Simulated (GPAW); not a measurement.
The system is Al2Cu.

```
Cu Al
1.0
    -2.03034    2.03034    2.85109
     2.03034   -2.03034    2.85109
     2.03034    2.03034   -2.85109
Cu Al
1 2
Direct
  0.50000 0.50000 0.00000
  0.25000 0.75000 0.50000
  0.75000 0.25000 0.50000
```

The cell comes from a database or a generator and needn't be the stable form of this composition.

* Program: GPAW 26.7.0
* Task: single point
* Functional: PBEsol
* Potentials or basis: PAW data sets generated in the run's folder for this functional
* Cutoff: 600 eV
* Basis: pw
* k mesh: 9 × 9 × 9
* Occupations: fermi-dirac, width 0.05 eV
* Spin: no spin polarisation

On this cell: pressure 0.5 GPa; largest force under 0.003 eV/Å; band gap on the k mesh none (metal or under the smearing width).

The same run follows on a disturbed copy (atoms moved at random, drawn with an rms of 0.05 Å):

```
CELL_PARAMETERS angstrom
-2.03034 2.03034 2.85109
2.03034 -2.03034 2.85109
2.03034 2.03034 -2.85109
ATOMIC_POSITIONS crystal
Cu 0.50419 0.49473 0.00226
Al 0.24558 0.74512 0.50113
Al 0.74798 0.24973 0.50093
```

Task: What changes?

Result: The energy (extrapolated to zero smearing) moves by +1.5 meV/atom; pressure 0.5 GPa; largest force 0.233 eV/Å; band gap on the k mesh none (metal or under the smearing width).

Forces on the atoms (eV/Å):
```
Cu   0.131 -0.178 -0.074
Al  -0.050  0.075  0.115
Al  -0.081  0.103 -0.041
```

Stress tensor (GPa, compression positive):
```
 0.04  0.02 -0.10
 0.02  0.87 -0.09
-0.10 -0.09  0.66
```

Caveats: with this Cu data set, volumes or pressures lay over 1.5 % or 2 GPa off other programs in two to four cells of ten.
